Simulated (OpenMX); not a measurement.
# HfIn4SiO6 (P312) in OpenMX: further runs

The runs below take HfIn4SiO6 through single point, equation of state, with PBE.

Everything below comes from runs of OpenMX 3.8.5. Logs are shortened: lines on timing, memory, paths and dates and some standing lists are left out, and cuts for length are marked.

## Step 1: The crystal as given

The structure is trigonal, space group P312 (No. 149). Conventional cell: a = 5.277 Å, b = 5.277 Å, c = 10.559 Å, α = 90.00°, β = 90.00°, γ = 120.00°. Hf (site symmetry 32) has 6 O at 2.10 Å as nearest neighbours. In (site symmetry 3) is surrounded by 3 O at 2.62 Å. In (site symmetry 3) has 3 O at 2.32 Å as nearest neighbours. Si (site symmetry 32) is surrounded by 6 O at 1.83 Å. O (site symmetry 1) has 1 Si at 1.83 Å and 1 Hf at 2.10 Å as nearest neighbours.

The cell was built by a generator and needn't be a form met in nature.

## Step 2: Single point, PBE, 21.22 Å³/atom

Contents of HfIn4SiO6.dat:

```
System.CurrrentDirectory             ./
System.Name                          HfIn4SiO6
DATA.PATH                            ./DFT_DATA13
level.of.stdout                      1
level.of.fileout                     0
Species.Number                       4
<Definition.of.Atomic.Species
  Hf  Hf7.0-s3p2d2           Hf_PBE13
  In  In7.0-s3p2d1           In_PBE13
  Si  Si7.0-s2p1d1           Si_PBE13
  O   O6.0-s2p2              O_PBE13
Definition.of.Atomic.Species>

Atoms.Number                         12
Atoms.SpeciesAndCoordinates.Unit     FRAC
<Atoms.SpeciesAndCoordinates
    1  Hf    0.6666700000    0.3333300000    0.0000000000   6.000  6.000
    2  In    0.0000000000    0.0000000000    0.3044600000   6.500  6.500
    3  In    0.0000000000    0.0000000000    0.6955400000   6.500  6.500
    4  In    0.3333300000    0.6666700000    0.7891900000   6.500  6.500
    5  In    0.3333300000    0.6666700000    0.2108100000   6.500  6.500
    6  Si    0.0000000000    0.0000000000    0.0000000000   2.000  2.000
    7  O     0.9730000000    0.7049600000    0.8997200000   3.000  3.000
    8  O     0.2950400000    0.0270000000    0.1002800000   3.000  3.000
    9  O     0.2950400000    0.2680400000    0.8997200000   3.000  3.000
   10  O     0.7319600000    0.7049600000    0.1002800000   3.000  3.000
   11  O     0.7319600000    0.0270000000    0.8997200000   3.000  3.000
   12  O     0.9730000000    0.2680400000    0.1002800000   3.000  3.000
Atoms.SpeciesAndCoordinates>

Atoms.UnitVectors.Unit               Ang
<Atoms.UnitVectors
     5.2774300000    0.0000000000    0.0000000000
    -2.6387200000    4.5703900000    0.0000000000
     0.0000000000    0.0000000000   10.5590500000
Atoms.UnitVectors>

scf.XcType                           GGA-PBE
scf.SpinPolarization                 off
scf.ElectronicTemperature            580.226
scf.energycutoff                     500.0
scf.maxIter                          100
scf.EigenvalueSolver                 band
scf.Kgrid                            7 7 3
scf.Mixing.Type                      rmm-diisk
scf.Init.Mixing.Weight               0.05
scf.Min.Mixing.Weight                0.001
scf.Max.Mixing.Weight                0.3
scf.Mixing.History                   25
scf.Mixing.StartPulay                8
scf.criterion                        1.0e-8
MD.Type                              nomd
```

Potentials or basis: OpenMX 2013 PBE set, Hf7.0-s3p2d2, In7.0-s3p2d1, Si7.0-s2p1d1, O6.0-s2p2, fixed grid of 60 × 60 × 144 points.

Run with:

```
$ openmx HfIn4SiO6.dat -nt 1 > HfIn4SiO6.std
```

HfIn4SiO6.out:

```text
Required cutoff energy (Ryd) for 3D-grids = 500.0000
      Used cutoff energy (Ryd) for 3D-grids = 476.3199, 476.3192, 514.0169
  Num. of grids of a-, b-, and c-axes = 60, 60, 144

  Num.Grid1.    60
  Num.Grid2.    60
  Num.Grid3.   144

  Cell_Volume =   1718.688203187211 (Bohr^3)
  GridVol     =      0.003315370762 (Bohr^3)
  Cell vectors (bohr) of the grid cell (gtv)
    gtv_a =  0.166214943732,  0.000000000000,  0.000000000000
    gtv_b = -0.083107629343,  0.143946412682,  0.000000000000
    gtv_c =  0.000000000000,  0.000000000000,  0.138567438887
    |gtv_a| =  0.166214943732
    |gtv_b| =  0.166215064838
    |gtv_c| =  0.138567438887

***********************************************************

***********************************************************
                  SCF history at MD= 1
***********************************************************

   SCF=   1  NormRD=  1.000000000000  Uele= -67.688372488822
   SCF=   2  NormRD=  7.234723798714  Uele= -66.857593289550
   SCF=   3  NormRD=  7.218562323694  Uele= -66.848676359810
   SCF=   4  NormRD=  3.542803924461  Uele= -64.914030170060
   SCF=   5  NormRD=  1.547041303671  Uele= -63.839650260468
   SCF=   6  NormRD=  1.079395632961  Uele= -63.661073014233
   SCF=   7  NormRD=  0.781939783182  Uele= -63.670525397983
   SCF=   8  NormRD=  0.562805386335  Uele= -63.697360013823
   SCF=   9  NormRD=  0.031270873150  Uele= -63.728253118403
   SCF=  10  NormRD=  0.033116565552  Uele= -63.773484964292
   SCF=  11  NormRD=  0.012070939199  Uele= -63.731183618119
   SCF=  12  NormRD=  0.001885345286  Uele= -63.735528002012
   SCF=  13  NormRD=  0.000590649123  Uele= -63.737081045231
   SCF=  14  NormRD=  0.000083048527  Uele= -63.736519228351
   SCF=  15  NormRD=  0.000029665008  Uele= -63.736478575857
   SCF=  16  NormRD=  0.000011860324  Uele= -63.736493975131
   SCF=  17  NormRD=  0.000006684518  Uele= -63.736495013848
   SCF=  18  NormRD=  0.000000400664  Uele= -63.736495772549
   SCF=  19  NormRD=  0.000000403050  Uele= -63.736495830388
   SCF=  20  NormRD=  0.000000098535  Uele= -63.736495796984
   SCF=  21  NormRD=  0.000000004727  Uele= -63.736495740037
   SCF=  22  NormRD=  0.000000000196  Uele= -63.736495741886

***********************************************************
        Total energy (Hartree) at MD = 1
***********************************************************

  Uele.        -63.736495741886
[... 248 lines left out ...]
      1   Hf      5.520889275  5.520889275  11.041778551   0.000000000
      2   In      6.314685894  6.314685894  12.629371789   0.000000000
      3   In      6.314685902  6.314685902  12.629371805   0.000000000
      4   In      6.283859888  6.283859888  12.567719775   0.000000000
      5   In      6.283859955  6.283859955  12.567719911   0.000000000
      6   Si      1.721947388  1.721947388   3.443894777   0.000000000
      7    O      3.259963340  3.259963340   6.519926680   0.000000000
      8    O      3.259963339  3.259963339   6.519926678   0.000000000
      9    O      3.260068012  3.260068012   6.520136025   0.000000000
     10    O      3.260068033  3.260068033   6.520136066   0.000000000
     11    O      3.260004479  3.260004479   6.520008957   0.000000000
     12    O      3.260004493  3.260004493   6.520008986   0.000000000

 Sum of MulP: up   =    52.00000 down          =    52.00000
              total=   104.00000 ideal(neutral)=   104.00000

  Decomposed Mulliken populations

    1   Hf          Up spin      Down spin     Sum           Diff
            multiple
  s           0    1.001280931  1.001280931   2.002561861   0.000000000
   sum over m      1.001280931  1.001280931   2.002561861   0.000000000
  s           1    0.206742141  0.206742141   0.413484282   0.000000000
   sum over m      0.206742141  0.206742141   0.413484282   0.000000000
  s           2    0.024041712  0.024041712   0.048083425   0.000000000
   sum over m      0.024041712  0.024041712   0.048083425   0.000000000
   sum over m+mul  1.232064784  1.232064784   2.464129568   0.000000000
  px          0    0.998710296  0.998710296   1.997420592   0.000000000
  py          0    0.998715242  0.998715242   1.997430484   0.000000000
  pz          0    0.999050741  0.999050741   1.998101482   0.000000000
   sum over m      2.996476279  2.996476279   5.992952558   0.000000000
  px          1    0.094418581  0.094418581   0.188837162   0.000000000
  py          1    0.094420171  0.094420171   0.188840342   0.000000000
  pz          1    0.092259316  0.092259316   0.184518631   0.000000000
[... 228 lines left out ...]
   sum over m      0.907414959  0.907414959   1.814829918   0.000000000
  s           1   -0.010867637 -0.010867637  -0.021735274   0.000000000
   sum over m     -0.010867637 -0.010867637  -0.021735274   0.000000000
   sum over m+mul  0.896547322  0.896547322   1.793094643   0.000000000
  px          0    0.784604597  0.784604597   1.569209194   0.000000000
  py          0    0.780390970  0.780390970   1.560781941   0.000000000
  pz          0    0.788912471  0.788912471   1.577824942   0.000000000
   sum over m      2.353908038  2.353908038   4.707816077   0.000000000
  px          1    0.004067381  0.004067381   0.008134762   0.000000000
  py          1    0.002127828  0.002127828   0.004255656   0.000000000
  pz          1    0.003353924  0.003353924   0.006707848   0.000000000
   sum over m      0.009549133  0.009549133   0.019098266   0.000000000
   sum over m+mul  2.363457172  2.363457172   4.726914343   0.000000000

***********************************************************
       xyz-coordinates (Ang) and forces (Hartree/Bohr)
***********************************************************

<coordinates.forces
  12
    1    Hf     2.63874   1.52345   0.00000  -0.000185786003  0.000614910375  0.000000091600
    2    In     0.00000   0.00000   3.21481  -0.000081674315  0.000081404351  0.005496690661
    3    In     0.00000   0.00000   7.34424  -0.000025398678  0.000088473585 -0.005496688688
    4    In    -0.00003   3.04694   8.33310   0.000118676918  0.000016757147 -0.004118320700
    5    In    -0.00003   3.04694   2.22595   0.000045103270 -0.000081913337  0.004118308545
    6    Si     0.00000   0.00000   0.00000   0.000052226667 -0.000702351272 -0.000000022041
    7     O     3.27475   3.22194   9.50019   0.000717129848 -0.007050659955 -0.001285885560
    8     O     1.48581   0.12340   1.05886   0.005934979130  0.003384492433  0.000751367654
    9     O     0.84977   1.22505   9.50019   0.005693305133  0.003658777126 -0.001031533632
   10     O     2.00268   3.22194   1.05886  -0.000714895173 -0.007012355406  0.001487442642
   11     O     3.79162   0.12340   9.50019  -0.005980307548  0.003281101080 -0.001086402127
   12     O     4.42766   1.22505   1.05886  -0.005658659354  0.003770590646  0.001164948101
coordinates.forces>

***********************************************************
       Fractional coordinates of the final structure
***********************************************************

     1     Hf     0.66667000000000   0.33333000000000   0.00000000000000
     2     In     0.00000000000000   0.00000000000000   0.30446000000000
     3     In     0.00000000000000   0.00000000000000   0.69554000000000
     4     In     0.33333000000000   0.66667000000000   0.78919000000000
     5     In     0.33333000000000   0.66667000000000   0.21081000000000
     6     Si     0.00000000000000   0.00000000000000   0.00000000000000
     7      O     0.97300000000000   0.70496000000000   0.89972000000000
     8      O     0.29504000000000   0.02700000000000   0.10028000000000
     9      O     0.29504000000000   0.26804000000000   0.89972000000000
    10      O     0.73196000000000   0.70496000000000   0.10028000000000
    11      O     0.73196000000000   0.02700000000000   0.89972000000000
    12      O     0.97300000000000   0.26804000000000   0.10028000000000
```

HfIn4SiO6.std:

```text
*******************************************************
 Welcome to OpenMX   Ver. 3.8.5
 Copyright (C), 2002-2014, T. Ozaki
 OpenMX comes with ABSOLUTELY NO WARRANTY.
 This is free software, and you are welcome to
 redistribute it under the constitution of the GNU-GPL.
*******************************************************
[... 285 lines left out ...]
  Uzs   =       0.000000000000
  Uzo   =       0.000000000000
  Uef   =       0.000000000000
  UvdW  =       0.000000000000
  Utot  =    -385.724852769711

*******************************************************
             MD or geometry opt. at MD = 1
*******************************************************

outputting data on grids to files...

The calculation was normally finished.
```

It took 7.2 min on 1 thread of Intel Xeon Platinum 8259CL at 2.50GHz (Skylake/Cascade Lake), shared host; peak memory 2.1 GiB.

What came out:

```
Free energy            : -10496.1084 eV
Largest force          : 0.370 eV/Å
Band gap on the k mesh : 0.37 eV, indirect (least direct gap 1.84 eV)
Mulliken charges       : Hf +0.96; In +0.37, +0.43; Si +0.56; O -0.52 e
```

Caveat: the basis has few d functions beyond the semicore shells, which can make volumes several per cent too large; Mulliken charges move with the basis; spin-orbit coupling is left out, which moves the levels of the heavy elements; an odd mesh through Γ misses points on the zone boundary, where band edges often lie; the basis of atomic orbitals isn't converged, which shifts pressures, moduli and gaps.

## Step 3: Single point, PBE, 20.80 Å³/atom (volume scaled by 0.98)

Edit HfIn4SiO6.dat of step 2 so:

```diff
@@ -32,5 +32,5 @@
 <Atoms.UnitVectors
-     5.2774300000    0.0000000000    0.0000000000
-    -2.6387200000    4.5703900000    0.0000000000
-     0.0000000000    0.0000000000   10.5590500000
+     5.2420099395    0.0000000000    0.0000000000
+    -2.6210099362    4.5397153174    0.0000000000
+     0.0000000000    0.0000000000   10.4881817573
 Atoms.UnitVectors>
@@ -40,3 +40,2 @@
 scf.ElectronicTemperature            580.226
-scf.energycutoff                     500.0
 scf.maxIter                          100
@@ -52 +51,3 @@
 MD.Type                              nomd
+scf.Ngrid                            60 60 144
+scf.energycutoff                     500.0
```

Potentials or basis: OpenMX 2013 PBE set, Hf7.0-s3p2d2, In7.0-s3p2d1, Si7.0-s2p1d1, O6.0-s2p2, fixed grid of 60 × 60 × 144 points.

Run with:

```
$ openmx HfIn4SiO6.dat -nt 1 > HfIn4SiO6.std
```

It took 7.5 min on 1 thread of Intel Xeon Platinum 8259CL at 2.50GHz (Skylake/Cascade Lake), shared host; peak memory 2.1 GiB.

The run converged. Its results:

| Quantity | Value |
| --- | --- |
| Free energy | -10496.0334 eV |
| Largest force | 0.447 eV/Å |
| Band gap on the k mesh | 0.26 eV, indirect (least direct gap 1.76 eV) |
| Mulliken charges | Hf +0.96; In +0.37, +0.44; Si +0.55; O -0.52 e |

Caveat: the basis has few d functions beyond the semicore shells, which can make volumes several per cent too large; Mulliken charges move with the basis; spin-orbit coupling is left out, which moves the levels of the heavy elements; an odd mesh through Γ misses points on the zone boundary, where band edges often lie; the basis of atomic orbitals isn't converged, which shifts pressures, moduli and gaps.

## Step 4: Single point, PBE, 21.65 Å³/atom (volume scaled by 1.02)

Edit HfIn4SiO6.dat of step 3 so:

```diff
@@ -32,5 +32,5 @@
 <Atoms.UnitVectors
-     5.2420099395    0.0000000000    0.0000000000
-    -2.6210099362    4.5397153174    0.0000000000
-     0.0000000000    0.0000000000   10.4881817573
+     5.3123808861    0.0000000000    0.0000000000
+    -2.6561954762    4.6006583655    0.0000000000
+     0.0000000000    0.0000000000   10.6289795214
 Atoms.UnitVectors>
```

Run with:

```
$ openmx HfIn4SiO6.dat -nt 1 > HfIn4SiO6.std
```

Wall time 6.6 min (1 thread of Intel Xeon Platinum 8259CL at 2.50GHz (Skylake/Cascade Lake), shared host); peak memory 2.1 GiB.

It converged, with:

```yaml
Free_energy: -10496.1285 eV
Largest_force: 0.370 eV/Å
Band_gap_on_the_k_mesh: 0.47 eV, indirect (least direct gap 1.91 eV)
Mulliken_charges: Hf +0.96; In +0.37, +0.43; Si +0.56; O -0.52 e
```

Caveat: the basis has few d functions beyond the semicore shells, which can make volumes several per cent too large; Mulliken charges move with the basis; spin-orbit coupling is left out, which moves the levels of the heavy elements; an odd mesh through Γ misses points on the zone boundary, where band edges often lie; the basis of atomic orbitals isn't converged, which shifts pressures, moduli and gaps.

## Step 5: Single point, PBE, 20.37 Å³/atom (volume scaled by 0.96)

Edit HfIn4SiO6.dat of step 4 so:

```diff
@@ -32,5 +32,5 @@
 <Atoms.UnitVectors
-     5.3123808861    0.0000000000    0.0000000000
-    -2.6561954762    4.6006583655    0.0000000000
-     0.0000000000    0.0000000000   10.6289795214
+     5.2061046350    0.0000000000    0.0000000000
+    -2.6030572499    4.5086204010    0.0000000000
+     0.0000000000    0.0000000000   10.4163426414
 Atoms.UnitVectors>
```

Run with:

```
$ openmx HfIn4SiO6.dat -nt 1 > HfIn4SiO6.std
```

It took 6.4 min on 1 thread of Intel Xeon Platinum 8259CL at 2.50GHz (Skylake/Cascade Lake), shared host; peak memory 2.2 GiB.

It converged, with:

```yaml
Free_energy: -10495.8974 eV
Largest_force: 0.651 eV/Å
Band_gap_on_the_k_mesh: 0.15 eV, indirect (least direct gap 1.68 eV)
Mulliken_charges: Hf +0.95; In +0.36, +0.44; Si +0.54; O -0.52 e
```

Caveat: the basis has few d functions beyond the semicore shells, which can make volumes several per cent too large; Mulliken charges move with the basis; spin-orbit coupling is left out, which moves the levels of the heavy elements; an odd mesh through Γ misses points on the zone boundary, where band edges often lie; the basis of atomic orbitals isn't converged, which shifts pressures, moduli and gaps.

## Step 6: Single point, PBE, 22.07 Å³/atom (volume scaled by 1.04)

Edit HfIn4SiO6.dat of step 5 so:

```diff
@@ -32,5 +32,5 @@
 <Atoms.UnitVectors
-     5.2061046350    0.0000000000    0.0000000000
-    -2.6030572499    4.5086204010    0.0000000000
-     0.0000000000    0.0000000000   10.4163426414
+     5.3468778325    0.0000000000    0.0000000000
+    -2.6734439820    4.6305336076    0.0000000000
+     0.0000000000    0.0000000000   10.6980008029
 Atoms.UnitVectors>
```

Potentials or basis: OpenMX 2013 PBE set, Hf7.0-s3p2d2, In7.0-s3p2d1, Si7.0-s2p1d1, O6.0-s2p2, fixed grid of 60 × 60 × 144 points.

Run with:

```
$ openmx HfIn4SiO6.dat -nt 1 > HfIn4SiO6.std
```

It took 6.2 min on 1 thread of Intel Xeon Platinum 8259CL at 2.50GHz (Skylake/Cascade Lake), shared host; peak memory 2 GiB.

Results (log left out):

- Free energy: -10496.0994 eV
- Largest force: 0.437 eV/Å
- Band gap on the k mesh: 0.57 eV, indirect (least direct gap 1.97 eV)
- Mulliken charges: Hf +0.96; In +0.37, +0.42; Si +0.57; O -0.52 e

Caveat: the basis has few d functions beyond the semicore shells, which can make volumes several per cent too large; Mulliken charges move with the basis; spin-orbit coupling is left out, which moves the levels of the heavy elements; an odd mesh through Γ misses points on the zone boundary, where band edges often lie; the basis of atomic orbitals isn't converged, which shifts pressures, moduli and gaps.

## Step 7: Single point, PBE, 19.95 Å³/atom (volume scaled by 0.94)

Edit HfIn4SiO6.dat of step 6 so:

```diff
@@ -32,5 +32,5 @@
 <Atoms.UnitVectors
-     5.3468778325    0.0000000000    0.0000000000
-    -2.6734439820    4.6305336076    0.0000000000
-     0.0000000000    0.0000000000   10.6980008029
+     5.1696971177    0.0000000000    0.0000000000
+    -2.5848534568    4.4770905554    0.0000000000
+     0.0000000000    0.0000000000   10.3434987012
 Atoms.UnitVectors>
```

Run with:

```
$ openmx HfIn4SiO6.dat -nt 1 > HfIn4SiO6.std
```

Run time: 6.8 min. Hardware: 1 thread of Intel Xeon Platinum 8259CL at 2.50GHz (Skylake/Cascade Lake), shared host; peak memory 2.2 GiB.

Results (log left out):

```
Free energy            : -10495.6948 eV
Largest force          : 0.865 eV/Å
Band gap on the k mesh : none (metal or under the smearing width)
Mulliken charges       : Hf +0.95; In +0.36, +0.45; Si +0.54; O -0.52 e
```

Caveat: the basis has few d functions beyond the semicore shells, which can make volumes several per cent too large; Mulliken charges move with the basis; the basis of atomic orbitals isn't converged, which shifts pressures, moduli and gaps.

## Step 8: Single point, PBE, 22.50 Å³/atom (volume scaled by 1.06)

Edit HfIn4SiO6.dat of step 7 so:

```diff
@@ -32,5 +32,5 @@
 <Atoms.UnitVectors
-     5.1696971177    0.0000000000    0.0000000000
-    -2.5848534568    4.4770905554    0.0000000000
-     0.0000000000    0.0000000000   10.3434987012
+     5.3809352974    0.0000000000    0.0000000000
+    -2.6904727468    4.6600282475    0.0000000000
+     0.0000000000    0.0000000000   10.7661427726
 Atoms.UnitVectors>
```

Run with:

```
$ openmx HfIn4SiO6.dat -nt 1 > HfIn4SiO6.std
```

Wall time 6.6 min (1 thread of Intel Xeon Platinum 8259CL at 2.50GHz (Skylake/Cascade Lake), shared host); peak memory 2 GiB.

It converged, with:

```yaml
Free_energy: -10496.0257 eV
Largest_force: 0.523 eV/Å
Band_gap_on_the_k_mesh: 0.66 eV, indirect (least direct gap 2.00 eV)
Mulliken_charges: Hf +0.96; In +0.38, +0.42; Si +0.57; O -0.52 e
```

Caveat: the basis has few d functions beyond the semicore shells, which can make volumes several per cent too large; Mulliken charges move with the basis; spin-orbit coupling is left out, which moves the levels of the heavy elements; an odd mesh through Γ misses points on the zone boundary, where band edges often lie; the basis of atomic orbitals isn't converged, which shifts pressures, moduli and gaps.

## Step 9: Equation of state, PBE

Potentials or basis: OpenMX 2013 PBE set, Hf7.0-s3p2d2, In7.0-s3p2d1, Si7.0-s2p1d1, O6.0-s2p2, fixed grid of 60 × 60 × 144 points.

No new run: the results of the series are fitted here.

The run converged. Its results:

```yaml
Equilibrium_volume: 21.60 Å³/atom
Bulk_modulus_at_fixed_shape_and_positions: 80 GPa
Pressure_derivative_of_the_bulk_modulus: 4.2
```

Energy against volume, from the lowest point:
| volume (Å³/atom) | energy (meV/atom) |
| --- | --- |
| 19.950 | 36.14 |
| 20.375 | 19.25 |
| 20.799 | 7.93 |
| 21.224 | 1.67 |
| 21.648 | 0.00 |
| 22.073 | 2.43 |
| 22.497 | 8.57 |

Caveat: the basis has few d functions beyond the semicore shells, which can make volumes several per cent too large; volumes in these bases differ from converged ones by about 1 %, for some elements by several; the cell was scaled at fixed shape and fractional positions, which overstates the stiffness of a crystal with free parameters, most of all of layers and chains; the basis of atomic orbitals isn't converged, which shifts pressures, moduli and gaps.
